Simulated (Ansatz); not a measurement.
# C₂H₆GaO₂ radical: one species, many methods

How much do the methods differ for C₂H₆GaO₂ radical? The plan is to run it at one geometry with functionals of several rungs and with coupled cluster. The yardstick is the atomisation energy at the CCSD(T) limit.

The runs use Ansatz 0.2.0, Gaussian basis; functionals in def2-TZVPP, the program's frozen cores in correlated methods.

Levels to be run: LDA (SPW92), PBE-D4, revPBE-D4, BLYP-D4, r2SCAN-D4, B97M-V, PBE0-D4, B3LYP-D4, r2SCANh-D4, r2SCAN0-D4, HSE06-D4, BHLYP-D4, CAM-B3LYP-D4, LC-ωPBE, ωB97X-V, ωB97M-V, B2PLYP, PBE-QIDH; CCSD(T)/def2-SVP; CCSD(T)/def2-TZVPP; MP2/def2-QZVPP; extrapolation to the limit; RPA on PBE.

## (1) Structure used throughout

All runs share one geometry, relaxed beforehand with PBE0-D4 in a triple-zeta def2 set.

SMILES `C[O][Ga][O]C`, 11 atoms, charge 0, spin multiplicity 2.

Atoms are counted from 1 here; the program's logs count them from 0.

Bond lengths: C1–O2 1.412 Å, C1–H6 1.095 Å, C1–H7 1.095 Å, C1–H8 1.095 Å, O2–Ga3 1.791 Å, Ga3–O4 1.804 Å, O4–C5 1.402 Å, C5–H9 1.095 Å, C5–H10 1.097 Å, C5–H11 1.097 Å. Angles: O2–C1–H6 109.5°, O2–C1–H7 113.3°, O2–C1–H8 109.5°, H6–C1–H7 108.2°, H6–C1–H8 108.1°, H7–C1–H8 108.2°, C1–O2–Ga3 121.7°, O2–Ga3–O4 113.9°, Ga3–O4–C5 127.1°, O4–C5–H9 108.1°, O4–C5–H10 112.5°, O4–C5–H11 112.4°, H9–C5–H10 107.7°, H9–C5–H11 107.8°, H10–C5–H11 108.1°.

## (2) LDA

This LDA is Slater exchange with PW92 correlation.

File in.yaml:

```yaml
crystal:
  periodic: [false, false, false]
  atoms:
    - {symbol: C, position_ang: [-0.898433, -0.841010, 1.979988]}
    - {symbol: O, position_ang: [0.325192, -1.406531, 1.558802]}
    - {symbol: Ga, position_ang: [1.142909, -0.869320, 0.058707]}
    - {symbol: O, position_ang: [0.261443, 0.430844, -0.828657]}
    - {symbol: C, position_ang: [0.649874, 1.053674, -2.023673]}
    - {symbol: H, position_ang: [-0.773735, -0.400123, 2.974981]}
    - {symbol: H, position_ang: [-1.269889, -0.061983, 1.305281]}
    - {symbol: H, position_ang: [-1.659762, -1.625720, 2.047588]}
    - {symbol: H, position_ang: [-0.124206, 1.778127, -2.295777]}
    - {symbol: H, position_ang: [0.750011, 0.344270, -2.853788]}
    - {symbol: H, position_ang: [1.596594, 1.597773, -1.923454]}
basis:
  gaussian: {orbitals: def2-TZVPP}
magnetization: {spin_polarized: true, initial_magnetization: 1}
hamiltonian: {xc: lda}
output: {orbitals: {seedname: orbitals}}
```

Run with:

```bash
> ansatz run in.yaml --threads 2 --pin off --events-out ev --progress --plain --max-ram 31744MiB --backend cpu
```

After this run come: PBE-D4 (GGA); revPBE-D4 (GGA); BLYP-D4 (GGA); r2SCAN-D4 (meta-GGA); B97M-V (meta-GGA); PBE0-D4 (hybrid); B3LYP-D4 (hybrid); r2SCANh-D4 (hybrid); r2SCAN0-D4 (hybrid); HSE06-D4 (hybrid); BHLYP-D4 (hybrid); CAM-B3LYP-D4 (range-separated); LC-ωPBE (range-separated); ωB97X-V (range-separated); ωB97M-V (range-separated); B2PLYP (double hybrid); PBE-QIDH (double hybrid); CCSD(T) in def2-SVP; CCSD(T) in def2-TZVPP; MP2 in def2-QZVPP; RPA on PBE orbitals.

Before running them: what should the planned runs give, taken together? Wanted: atomisation energy, CCSD(T)/CBS; farthest beyond LDA; mean size of error, GGA; mean size of error, meta-GGA; mean size of error, hybrid; mean size of error, range-separated; mean size of error, double hybrid; gap, smallest and largest; T1 diagnostic.

**Answer**, as computed:

| quantity | value |
| --- | --- |
| atomisation energy, CCSD(T)/CBS | 40.865 eV |
| functionals within 0.409 eV (1.0 %) | revPBE-D4, BLYP-D4, r2SCAN-D4, B97M-V, PBE0-D4, B3LYP-D4, r2SCANh-D4, HSE06-D4, CAM-B3LYP-D4, LC-ωPBE, ωB97X-V, ωB97M-V, B2PLYP, PBE-QIDH |
| farthest beyond LDA | BHLYP-D4 (-1.575 eV) |
| mean size of error, GGA | 0.398 eV |
| mean size of error, meta-GGA | 0.155 eV |
| mean size of error, hybrid | 0.410 eV |
| mean size of error, range-separated | 0.066 eV |
| mean size of error, double hybrid | 0.334 eV |
| gap, smallest and largest | 0.87 eV (LDA (SPW92)), 8.23 eV (LC-ωPBE) |
| T1 diagnostic | 0.0169 |
| triples share of the correlation energy | 3.8 % |

LDA overbinds by 6.531 eV (16 %). PBE-D4 misses by +0.962 eV. Double hybrids carry the basis error of their MP2 part in triple zeta, and no dispersion term here, so their miss is partly the set-up's. The rungs range-separated, meta-GGA, double hybrid, GGA miss on average by less than the doubt on the reference (0.409 eV), so they tie. Misses under about 0.409 eV are within the doubt on the reference itself, which lacks core-valence correlation, relativity and higher excitations, and its outer-core shells are covered unevenly. Hartree-Fock recovers 71 % of the binding; the rest is correlation. CCSD(T) in def2-SVP is off by -2.057 eV, so the small basis spoils what the method gains. Orbital gaps span 0.9 to 8.2 eV; exact exchange widens them. Correlated methods include outer-core shells of Ga, which these sets cover unevenly.
